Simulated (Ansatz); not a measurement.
# InGaTe3: the cost of one run

Computed with Ansatz 0.2.0 (DFT PBE, scalar-relativistic, plane waves, PAW, unless a step's input says otherwise).

### Step 1. The structure to begin with

Symmetry: P6mm, No. 183, hexagonal system. The conventional cell has a = 4.246 Å, b = 4.246 Å, c = 9.556 Å, α = 90.00°, β = 90.00°, γ = 120.00°. In (site symmetry 6mm) is surrounded by 1 Ga at 1.77 Å. Around Ga (site symmetry 6mm) lie 1 In at 1.77 Å and 1 Te at 1.78 Å. Around Te (site symmetry 3m) lie 6 Te at 2.45 to 2.74 Å. Te (site symmetry 6mm) is surrounded by 1 Ga at 1.78 Å.

Structure file:

```
CELL_PARAMETERS angstrom
4.24608 0.00000 0.00000
-2.12304 3.67721 0.00000
0.00000 0.00000 9.55638
ATOMIC_POSITIONS crystal
In 0.00000 0.00000 0.24124
Ga 0.00000 0.00000 0.05639
Te 0.33333 0.66667 0.74336
Te 0.66667 0.33333 0.74336
Te 0.00000 0.00000 0.87050
```

A structure generator made this guess: random cell by space group and Wyckoff sites (P6mm, No. 183). Lengths come from tabulated atomic sizes and are only a guess.

### Step 2. The guess as it stands, on a coarse mesh

Input file input.yaml:

```yaml
crystal:
  lattice:
    - [4.2460764, 0.0, 0.0]
    - [-2.1230382, 3.67721003, 0.0]
    - [0.0, 0.0, 9.5563785]
  atoms:
    - { symbol: In, position: [0.0, 0.0, 0.24124176] }
    - { symbol: Ga, position: [0.0, 0.0, 0.05638789] }
    - { symbol: Te, position: [0.33333333, 0.66666667, 0.74335703] }
    - { symbol: Te, position: [0.66666667, 0.33333333, 0.74335703] }
    - { symbol: Te, position: [0.0, 0.0, 0.87050352] }
basis:
  ecutwfc: 420
kpoints:
  mp_grid: { grid: [6, 6, 2] }
hamiltonian:
  xc: pbe
scf:
  occupations: { method: gaussian, width: 0.1 }
  lower_state_search: "off"
output:
  forces: true
  stress: true
  eigenvalues: true
```

On the command line:

```console
$ ansatz run input.yaml --threads 1 --pin off --max-ram 2560MiB --backend cpu --events-out ev --progress --plain --runs-dir out
```

What time and memory should one allow on 1 thread of AMD EPYC 9R45 (Zen 5), shared host?

About 3.5 s, with a peak of 0.47 GiB.
